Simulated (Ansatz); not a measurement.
# CH₆OSSn: up Jacob's ladder to CCSD(T)

An exercise on one series of results from a longer session: the logs are not shown, and one member is left open.

The runs use Ansatz 0.2.0, Gaussian basis; functionals in def2-TZVPP, the program's frozen cores in correlated methods.

Plan: PBE-D4, r2SCAN-D4, PBE0-D4, B3LYP-D4, ωB97X-V, ωB97M-V, B2PLYP; CCSD(T)/def2-TZVPP; MP2/def2-QZVPP; extrapolation to the limit.

## The geometry

An earlier PBE0-D4 in a triple-zeta def2 set relaxation fixed the geometry. Sn takes the def2 core potential; no spin-orbit term is included.

SMILES `[CH3][SnH]([OH])[SH]`, 10 atoms, charge 0, spin multiplicity 1.

Atoms are counted from 1 here; the program's logs count them from 0.

Bond lengths: C1–Sn2 2.121 Å, C1–H5 1.089 Å, C1–H6 1.090 Å, C1–H7 1.090 Å, Sn2–O3 1.968 Å, Sn2–S4 2.405 Å, Sn2–H8 1.709 Å, O3–H9 0.960 Å, S4–H10 1.344 Å. Angles: Sn2–C1–H5 110.2°, Sn2–C1–H6 109.3°, Sn2–C1–H7 108.8°, H5–C1–H6 109.7°, H5–C1–H7 109.6°, H6–C1–H7 109.2°, C1–Sn2–O3 102.9°, C1–Sn2–S4 113.0°, C1–Sn2–H8 117.6°, O3–Sn2–S4 108.1°, O3–Sn2–H8 109.8°, S4–Sn2–H8 105.2°, Sn2–O3–H9 113.0°, Sn2–S4–H10 93.2°.

Set-up of the first run:

File in.yaml:

```yaml
crystal:
  periodic: [false, false, false]
  atoms:
    - {symbol: C, position_ang: [-1.432200, 0.636658, -0.180630]}
    - {symbol: Sn, position_ang: [0.188898, -0.693679, 0.135028]}
    - {symbol: O, position_ang: [1.037781, 0.026272, 1.758066]}
    - {symbol: S, position_ang: [1.810042, -0.640645, -1.641285]}
    - {symbol: H, position_ang: [-1.960002, 0.375144, -1.096962]}
    - {symbol: H, position_ang: [-2.115779, 0.579416, 0.666430]}
    - {symbol: H, position_ang: [-1.042792, 1.651190, -0.259320]}
    - {symbol: H, position_ang: [-0.177760, -2.348101, 0.357147]}
    - {symbol: H, position_ang: [1.910791, -0.339228, 1.919045]}
    - {symbol: H, position_ang: [1.864123, 0.701872, -1.654516]}
basis:
  gaussian: {orbitals: def2-TZVPP}
hamiltonian: {xc: pbe, dispersion: d4}
output: {forces: true, orbitals: {seedname: orbitals}}
```

Command:

```bash
> ansatz run in.yaml --threads 4 --pin off --events-out ev --progress --plain --max-ram 10444MiB
```

Steps of the session up to this table: PBE-D4 (GGA); r2SCAN-D4 (meta-GGA); PBE0-D4 (hybrid); B3LYP-D4 (hybrid); ωB97X-V (range-separated); ωB97M-V (range-separated); B2PLYP (double hybrid); CCSD(T) in def2-TZVPP; MP2 in def2-QZVPP.

One table of the session follows, with a row left open; its other results are not shown here.

```
            method  atomisation energy (kJ/mol)
            PBE-D4                       3259.4
         r2SCAN-D4                       3228.2
           PBE0-D4                       3202.3
          B3LYP-D4                       3207.3
           ωB97X-V                       3244.1
           ωB97M-V                       3232.9
            B2PLYP                       3174.9
     HF/def2-TZVPP                       2270.5
    MP2/def2-TZVPP                       3175.4
   CCSD/def2-TZVPP                       3103.2
CCSD(T)/def2-TZVPP                            ?
           MP2/CBS                       3277.1
       CCSD(T)/CBS                       3257.4
```

**Question.** Estimate the row for CCSD(T)/def2-TZVPP.

The run gave: atomisation energy (kJ/mol): 3155.6. In the column «atomisation energy (kJ/mol)» it lies between CCSD/def2-TZVPP (3103.2) and B2PLYP (3174.9).

Caveats from the session: Free atoms (1 C, 1 Sn, 1 O, 1 S, 6 H) were run apart at each level; the atomisation energy is their sum less the molecule, without zero-point or spin-orbit terms.
